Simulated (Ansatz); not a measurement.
# ScSi4O: the cost of one run

Computed with Ansatz 0.2.0 (DFT PBE, scalar-relativistic, plane waves, PAW, unless a step's input says otherwise).

## 1. The structure to begin with

The structure is cubic, space group F-43m (No. 216). The conventional cell has a = 7.247 Å, b = 7.247 Å, c = 7.247 Å, α = 90.00°, β = 90.00°, γ = 90.00°. Sc (site symmetry -43m) is surrounded by 12 Si at 3.00 Å and 4 O at 3.14 Å. Around Si (site symmetry 3m) lie 6 Si at 2.56 to 2.57 Å and 3 Sc at 3.00 Å. Around O (site symmetry -43m) lie 12 Si at 3.00 Å and 4 Sc at 3.14 Å.

As a file:

```cif
data_structure
_symmetry_space_group_name_H-M 'F-43m'
_symmetry_Int_Tables_number 216
_cell_length_a 7.2474
_cell_length_b 7.2474
_cell_length_c 7.2474
_cell_angle_alpha 90.000
_cell_angle_beta 90.000
_cell_angle_gamma 90.000
_cell_volume 380.67
loop_
_atom_site_label
_atom_site_type_symbol
_atom_site_symmetry_multiplicity
_atom_site_Wyckoff_symbol
_atom_site_fract_x
_atom_site_fract_y
_atom_site_fract_z
_atom_site_occupancy
Sc1 Sc 4 d 0.25000 0.25000 0.75000 1
Si1 Si 16 e 0.37515 0.12485 0.12485 1
O1 O 4 a 0.00000 0.00000 0.00000 1
```

A structure generator made this guess: species swapped into a database cell of LaPrAl4 (F-43m, No. 216), with Sc on the La sites, O on the Pr sites and Si on the Al sites. Lengths come from tabulated atomic sizes and are only a guess.

## 2. A first look at the guess

Input file input.yaml:

```yaml
crystal:
  lattice:
    - [0.0, 3.62369894, 3.62369894]
    - [3.62369894, 0.0, 3.62369894]
    - [3.62369894, 3.62369894, 0.0]
  atoms:
    - { symbol: Sc, position: [0.25, 0.25, 0.25] }
    - { symbol: Si, position: [0.62484697, 0.1254591, 0.62484697] }
    - { symbol: Si, position: [0.62484697, 0.62484697, 0.1254591] }
    - { symbol: Si, position: [0.62484697, 0.62484697, 0.62484697] }
    - { symbol: Si, position: [0.1254591, 0.62484697, 0.62484697] }
    - { symbol: O, position: [0.0, 0.0, 0.0] }
basis:
  ecutwfc: 420
kpoints:
  mp_grid: { grid: [4, 4, 4] }
hamiltonian:
  xc: pbe
scf:
  occupations: { method: gaussian, width: 0.1 }
  lower_state_search: "off"
output:
  forces: true
  stress: true
  eigenvalues: true
```

The run is started by

```bash
$ ansatz run input.yaml --threads 1 --pin off --max-ram 2560MiB --backend cpu --events-out ev --progress --plain --runs-dir out
```

Q: Estimate wall time and peak memory on 1 thread of Intel Xeon at 2.50GHz (Skylake/Cascade Lake), shared host.

About 4.6 s, with a peak of 0.34 GiB.
